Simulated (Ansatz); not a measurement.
Geometry optimisation, DFT PBE, scalar-relativistic, plane waves, PAW (Ansatz 0.2.0).

The input (input.yaml):

```yaml
crystal:
  lattice:
    - [5.048742, 0.0, 0.0]
    - [2.524371, 4.372339, 0.0]
    - [0.0, 0.0, 16.776426]
  atoms:
    - { symbol: H, position: [0.16666668, 0.16666667, 0.05960745] }
    - { symbol: H, position: [0.66666673, 0.16666667, 0.05960745] }
    - { symbol: H, position: [0.16666669, 0.6666667, 0.05960745] }
    - { symbol: H, position: [0.66666673, 0.6666667, 0.05960745] }
    - { symbol: C, position: [0.16666668, 0.16666667, 0.12517565] }
    - { symbol: C, position: [0.66666673, 0.16666667, 0.12517565] }
    - { symbol: C, position: [0.16666669, 0.6666667, 0.12517565] }
    - { symbol: C, position: [0.66666673, 0.6666667, 0.12517565] }
    - { symbol: C, position: [-0.16666667, 0.33333335, 0.15589048] }
    - { symbol: C, position: [0.33333337, 0.33333335, 0.15589048] }
    - { symbol: C, position: [-0.16666666, 0.83333337, 0.15589048] }
    - { symbol: C, position: [0.33333338, 0.83333337, 0.15589048] }
    - { symbol: C, position: [-0.16666667, 0.33333335, 0.24803498] }
    - { symbol: C, position: [0.33333337, 0.33333335, 0.24803498] }
    - { symbol: C, position: [-0.16666666, 0.83333337, 0.24803498] }
    - { symbol: C, position: [0.33333338, 0.83333337, 0.24803498] }
    - { symbol: C, position: [0.0, 0.0, 0.27874981] }
    - { symbol: C, position: [0.50000004, 0.0, 0.27874981] }
    - { symbol: C, position: [1.0e-08, 0.50000002, 0.27874981] }
    - { symbol: C, position: [0.50000005, 0.50000002, 0.27874981] }
    - { symbol: H, position: [1.0e-08, 0.50000002, 0.34431801] }
    - { symbol: H, position: [0.50000005, 0.50000002, 0.34431801] }
    - { symbol: F, position: [0.99409466, -0.24884542, 0.36518062] }
    - { symbol: H, position: [1.10137002, -0.16207772, 0.3890236] }
basis:
  ecutwfc: 420.0
kpoints:
  mp_grid: { grid: [3, 3, 1] }
hamiltonian:
  xc: pbe
  pseudopotentials: { kind: paw, azcp: { folder: soft_1 } }
scf:
  occupations: { method: gaussian, width: 0.05 }
  lower_state_search: "off"
relax:
  f_tol: 0.03
  max_steps: 60
  adjacent_minimum: "off"
  constraints: [{ sites: [0, 1, 2, 3, 4, 5, 6, 7, 8, 9, 10, 11] }]
```

Launched with:

```bash
$ ansatz run input.yaml --threads 1 --pin off --max-ram 3072MiB --backend cpu --events-out ev --progress --plain --runs-dir out
```

**Question.** Where does it end, and by what steps?

**Answer.** The forces met the threshold. Limits of this set-up: coarse k mesh, thin slab, slab without dipole correction, no dispersion correction for a molecule that may bind weakly. After 18 steps the energy has fallen by 5.599 eV; F23 moved furthest, 1.74 Å. The start is strongly strained (largest force component 8 eV/Å).

```
step  energy less start (eV)  largest force component (eV/Å)  accepted
   0                  0.0000                           8.458       yes
   1                 -2.5134                           5.174       yes
   2                 -3.7905                           3.177       yes
   3                 -4.3783                           1.957       yes
   4                 -4.6689                           1.380       yes
   5                 -4.8652                           0.934       yes
   6                 -5.0134                           1.298       yes
   7                 -5.1172                           1.708       yes
   8                 -5.2768                           1.282       yes
   9                 -5.4023                           0.829       yes
  10                 -5.5117                           0.580       yes
  11                 -5.5501                           0.621       yes
  12                 -5.5744                           0.199       yes
  13                 -5.5842                           0.206       yes
  14                 -5.5909                           0.199       yes
  15                 -5.5944                           0.168       yes
  16                 -5.5969                           0.138       yes
  17                 -5.5991                           0.042       yes
  18                 -5.5993                           0.015       yes
```

```xyz
24
Lattice="5.0487 0.0000 0.0000 2.5244 4.3723 0.0000 0.0000 0.0000 16.7764" Properties=species:S:1:pos:R:3
H 1.262 0.729 1.000
H 3.787 0.729 1.000
H 2.524 2.915 1.000
H 5.049 2.915 1.000
C 1.262 0.729 2.100
C 3.787 0.729 2.100
C 2.524 2.915 2.100
C 5.049 2.915 2.100
C 0.000 1.457 2.615
C 2.524 1.457 2.615
C 1.262 3.644 2.615
C 3.787 3.644 2.615
C 0.000 1.424 4.177
C 2.524 1.431 4.189
C 1.270 3.621 4.240
C 3.778 3.621 4.243
C 0.000 -0.021 4.639
C 2.525 -0.040 4.445
C 1.252 2.145 4.696
C 3.796 2.145 4.696
H 1.248 2.128 5.796
H 3.800 2.120 5.796
F 4.835 0.253 7.143
H 4.972 0.050 6.101
```

Run time: 5 min on 1 thread of Arm Neoverse N1 (shared host), peak memory 0.62 GiB.
